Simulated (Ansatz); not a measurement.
# SiGeH+ (quintet): wave-function methods side by side, cc-pVTZ

An exercise on one series of results from a longer session: the logs are not shown, and one member is left open.

The runs use Ansatz 0.2.0, Gaussian basis; cc-pVTZ, core rule «outside noble gas», up to 19 orbitals frozen.

To be run: UHF; CCSD(T) on ROHF; CCSD(T) on UHF; BCCD(T) on ROHF; CCSDT(Q) on ROHF; CCSDT(Q) on UHF; CASSCF and MRCISD+Q, 8 electrons in 9 orbitals; CASSCF and NEVPT2, 8 electrons in 9 orbitals.

5 further runs of the same task are left out: 5 set aside as unsound or not needed.

## The system

The geometry is a PBE0/def2-TZVP stationary point (not a proven minimum) of the parent state, kept for this charge and spin. No spin-orbit coupling is included. The filled d shell of Ge may be among the frozen orbitals whatever the setting's name suggests; the logs give the count.

3 atoms, charge 1, spin multiplicity 5.

Atoms are counted from 1 here; the program's logs count them from 0.

Bond lengths: Si1–Ge2 2.393 Å, Si1–H3 1.522 Å. Angles: Ge2–Si1–H3 111.0°.

The first run:

Contents of in.yaml:

```yaml
crystal:
  periodic: [false, false, false]
  atoms:
    - {symbol: Si, position_ang: [0.000000, -0.103104, 1.700052]}
    - {symbol: Ge, position_ang: [0.000000, 0.022000, -0.689498]}
    - {symbol: H, position_ang: [0.000000, 1.287411, 2.319887]}
basis:
  gaussian: {orbitals: cc-pVTZ}
total_charge: 1
magnetization: {spin_polarized: true, initial_magnetization: 4}
hamiltonian: {xc: hf}
output: {orbitals: {seedname: orbitals}}
```

Launch:

```bash
$ ansatz run in.yaml --threads 1 --pin off --events-out ev --progress --plain --max-ram 4096MiB --backend cpu
```

Among the steps run: UHF; CCSD(T) on ROHF; CCSD(T) on UHF; BCCD(T) on ROHF; CCSDT(Q) on ROHF; CCSDT(Q) on UHF; CASSCF and MRCISD+Q, 8 electrons in 9 orbitals; CASSCF and NEVPT2, 8 electrons in 9 orbitals.

One of the session's tables, all rows but one given; the rest of the session is left out.

| method | from UCCSDT(Q) (kJ/mol) |
| --- | --- |
| ROHF | +431.4 |
| UHF | +416.7 |
| RMP2 | ? |
| UMP2 | +102.7 |
| RCCSD | +26.6 |
| UCCSD | +24.4 |
| RCCSD(T) | +7.1 |
| UCCSD(T) | +5.6 |
| BCCD(T) | +7.0 |
| RCCSDT | +2.8 |
| UCCSDT | +1.1 |
| RCCSDT(Q) | +1.6 |
| UCCSDT(Q) | 0 |
| CASSCF valence | +297.2 |
| NEVPT2 valence | +77.9 |
| MRCISD valence | +25.2 |
| MRCISD+Q valence | +6.4 |

Estimate the missing values for RMP2.

As computed: from UCCSDT(Q) (kJ/mol): +101.0. In the column «from UCCSDT(Q) (kJ/mol)» it lies between NEVPT2 valence (+77.9) and UMP2 (+102.7).

Limits of these values: Restricted and unrestricted rows rest on different reference determinants; where their highest levels disagree by more than a few hundredths of an eV, they describe different states and don't form one ladder.
